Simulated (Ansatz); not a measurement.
**CH₆FNO₂Si: one species, many methods**

How much do the methods differ for CH₆FNO₂Si? The plan is to run it at one geometry with functionals of several rungs and with coupled cluster. The yardstick is the atomisation energy at the CCSD(T) limit.

The runs use Ansatz 0.2.0, Gaussian basis; functionals in def2-TZVPP, the program's frozen cores in correlated methods.

Plan: LDA (SPW92), PBE-D4, revPBE-D4, BLYP-D4, r2SCAN-D4, B97M-V, PBE0-D4, B3LYP-D4, r2SCANh-D4, r2SCAN0-D4, HSE06-D4, BHLYP-D4, CAM-B3LYP-D4, LC-ωPBE, ωB97X-V, ωB97M-V, B2PLYP, PBE-QIDH; CCSD(T)/def2-SVP; CCSD(T)/def2-TZVPP; MP2/def2-QZVPP; extrapolation to the limit; RPA on PBE.

## (1) Structure used throughout

The geometry comes from an earlier relaxation with PBE0-D4 in a triple-zeta def2 set; it is a stationary point, not always the lowest conformer.

12 atoms, charge 0, spin multiplicity 1.

Atoms are counted from 1 here; the program's logs count them from 0.

Bond lengths: C1–O2 1.412 Å, C1–H7 1.094 Å, C1–H8 1.091 Å, C1–H9 1.094 Å, O2–Si3 1.619 Å, Si3–N4 1.691 Å, Si3–O5 1.630 Å, Si3–F6 1.595 Å, N4–H10 1.007 Å, N4–H11 1.006 Å, O5–H12 0.958 Å. Angles: O2–C1–H7 111.0°, O2–C1–H8 108.1°, O2–C1–H9 111.3°, H7–C1–H8 108.6°, H7–C1–H9 108.9°, H8–C1–H9 108.9°, C1–O2–Si3 125.2°, O2–Si3–N4 113.5°, O2–Si3–O5 106.2°, O2–Si3–F6 109.5°, N4–Si3–O5 112.6°, N4–Si3–F6 105.2°, O5–Si3–F6 109.8°, Si3–N4–H10 119.6°, Si3–N4–H11 120.5°, H10–N4–H11 111.5°, Si3–O5–H12 117.0°.

## (2) LDA

This LDA is Slater exchange with PW92 correlation.

File in.yaml:

```yaml
crystal:
  periodic: [false, false, false]
  atoms:
    - {symbol: C, position_ang: [-0.124051, 1.694072, 1.110315]}
    - {symbol: O, position_ang: [0.309429, 0.367727, 0.891914]}
    - {symbol: Si, position_ang: [0.168347, -0.442379, -0.502295]}
    - {symbol: N, position_ang: [0.590215, -2.074849, -0.380186]}
    - {symbol: O, position_ang: [-1.369755, -0.228315, -0.998374]}
    - {symbol: F, position_ang: [1.173228, 0.170488, -1.579044]}
    - {symbol: H, position_ang: [0.500758, 2.406000, 0.562115]}
    - {symbol: H, position_ang: [-0.039648, 1.905982, 2.177175]}
    - {symbol: H, position_ang: [-1.165416, 1.826775, 0.803678]}
    - {symbol: H, position_ang: [1.551969, -2.349529, -0.493953]}
    - {symbol: H, position_ang: [0.106741, -2.680353, 0.262038]}
    - {symbol: H, position_ang: [-1.624816, -0.650718, -1.819482]}
basis:
  gaussian: {orbitals: def2-TZVPP}
hamiltonian: {xc: lda}
output: {orbitals: {seedname: orbitals}}
```

Launch:

```
ansatz run in.yaml --threads 4 --pin off --events-out ev --progress --plain --max-ram 10444MiB
```

Further steps of the session: PBE-D4 (GGA); revPBE-D4 (GGA); BLYP-D4 (GGA); r2SCAN-D4 (meta-GGA); B97M-V (meta-GGA); B3LYP-D4 (hybrid); r2SCANh-D4 (hybrid); r2SCAN0-D4 (hybrid); HSE06-D4 (hybrid); BHLYP-D4 (hybrid); CAM-B3LYP-D4 (range-separated); LC-ωPBE (range-separated); ωB97X-V (range-separated); ωB97M-V (range-separated); B2PLYP (double hybrid); PBE-QIDH (double hybrid); CCSD(T) in def2-SVP; CCSD(T) in def2-TZVPP; MP2 in def2-QZVPP; RPA on PBE orbitals.

Before running them: what should the planned runs give, taken together? Wanted: atomisation energy, CCSD(T)/CBS; farthest beyond LDA; mean size of error, GGA; mean size of error, meta-GGA; mean size of error, hybrid; mean size of error, range-separated; mean size of error, double hybrid; gap, smallest and largest; T1 diagnostic.

**Answer**, as computed:

```
                               quantity                                    value
        atomisation energy, CCSD(T)/CBS                            4849.7 kJ/mol
 functionals within 24.2 kJ/mol (0.5 %)  BLYP-D4, CAM-B3LYP-D4, ωB97X-V, ωB97M-V
                    farthest beyond LDA                 BHLYP-D4 (-196.0 kJ/mol)
                mean size of error, GGA                              53.5 kJ/mol
           mean size of error, meta-GGA                              27.9 kJ/mol
             mean size of error, hybrid                              89.1 kJ/mol
    mean size of error, range-separated                              16.8 kJ/mol
      mean size of error, double hybrid                              76.4 kJ/mol
              gap, smallest and largest    6.09 eV (BLYP-D4), 13.75 eV (LC-ωPBE)
                          T1 diagnostic                                   0.0108
triples share of the correlation energy                                    3.3 %
```

In words: The LDA atomisation energy is off by 697.8 kJ/mol (14 %): it overbinds. PBE-D4 misses by +48.2 kJ/mol. Double hybrids carry the basis error of their MP2 part in triple zeta, and no dispersion term here, so their miss is partly the set-up's. Taken by rung, range-separated functionals do best (16.8 kJ/mol on average) and hybrid ones worst beyond LDA (89.1 kJ/mol). double hybrid functionals lie within the reference's doubt of that worst mean (76.4 kJ/mol), so those two tie. The gap between the best rungs is small, so their order is not settled. The mean of the hybrids holds BHLYP, with half exact exchange. Misses under about 24.2 kJ/mol are within the doubt on the reference itself, which lacks core-valence correlation, relativity and higher excitations. Hartree-Fock recovers 71 % of the binding; the rest is correlation. CCSD(T) in def2-SVP is off by -395.6 kJ/mol, worse than the median functional, from the basis alone. The gap grows from 6.1 to 13.7 eV across the functionals, mostly with the share of exact exchange.
